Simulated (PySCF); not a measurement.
# CuF−: bond curves at several levels of theory

The task here is to estimate one member of a computed series from the others.

The runs use PySCF 2.14.0; Cu def2-TZVPPD, F def2-TZVPPD, no relativity.

Set-up of the first run:

The job is set up so:

| Item | Value |
| --- | --- |
| atoms | Cu, F |
| charge | -1 |
| basis | Cu def2-TZVPPD, F def2-TZVPPD |
| Hamiltonian | no relativity |
| basis functions | 107 |
| electrons treated | 39 |
| masses in u | 62.9296, 18.9984 |
| levels | PBE0, PBE, r²SCAN, M06-2X, BLYP, BP86, BHandHLYP, B3LYP, LC-ωPBE, HF, MP2, SCS-MP2 |
| grid | 80 radial by 434 angular points |
| occupations | held fixed by the projection of orbital angular momentum |
| dissociation limit | Cu + F−, each in its ground configuration |
| starting distance in angstrom | 1.850 |
| values of 2S to try | 1, 3 |

On the command line:

```console
$ OMP_NUM_THREADS=2 python dia.py task.json out
```

Among the steps run: The job; The PBE0 curve of the state that the search chose; PBE; r²SCAN (meta-GGA); M06-2X (hybrid meta-GGA); BLYP (GGA); BP86; BHandHLYP (global hybrid GGA); B3LYP (global hybrid GGA); LC-ωPBE (range-separated hybrid); UHF.

One table of the session follows, with a row left open; its other results are not shown here.

Energy (eV) from each level's lowest point:

| R (Å) | UHF | UHF-MP2 | UHF-SCS-MP2 | PBE | BLYP |
| --- | --- | --- | --- | --- | --- |
| 1.606 | 0.912 | 0.467 | 0.532 | 0.626 | 0.699 |
| 1.680 | 0.458 | 0.175 | 0.220 | 0.263 | 0.311 |
| 1.755 | ? | ? | ? | ? | ? |
| 1.811 | 0.077 | 0.000 | 0.009 | 0.015 | 0.027 |
| 1.867 | 0.019 | 0.003 | 0.000 | 0.000 | 0.000 |
| 1.923 | 0.000 | 0.035 | 0.021 | 0.018 | 0.007 |
| 1.998 | 0.019 | 0.108 | 0.083 | 0.078 | 0.054 |
| 2.091 | 0.090 | 0.229 | 0.192 | 0.187 | 0.149 |
| 2.203 | 0.210 | 0.394 | 0.347 | 0.340 | 0.289 |
| 2.352 | 0.393 | 0.617 | 0.560 | 0.552 | 0.485 |

Estimate the missing values for R (Å) = 1.755.

Worked estimate for «UHF». A straight line through the neighbours (1.680, 0.458) and (1.811, 0.077) gives 0.458 + (0.077 − 0.458) × (1.755 − 1.680) / (1.811 − 1.680) = 0.240; a parabola fitted to 4 rows on both sides gives 0.180.

The run gave: UHF: 0.190; UHF-MP2: 0.037; UHF-SCS-MP2: 0.060; PBE: 0.077; BLYP: 0.103. In «UHF» the line misses by +0.050 and the parabola by -0.010.

Limits of these values: Lowest PBE0 solution found, without spin–orbit coupling: ²Σ⁺ (doublet), unpaired electrons σ ↑. The state is the lowest single determinant that the PBE0 search found; with open d or f shells the true ground state can be another one. Warnings in the runs' records: inverted.
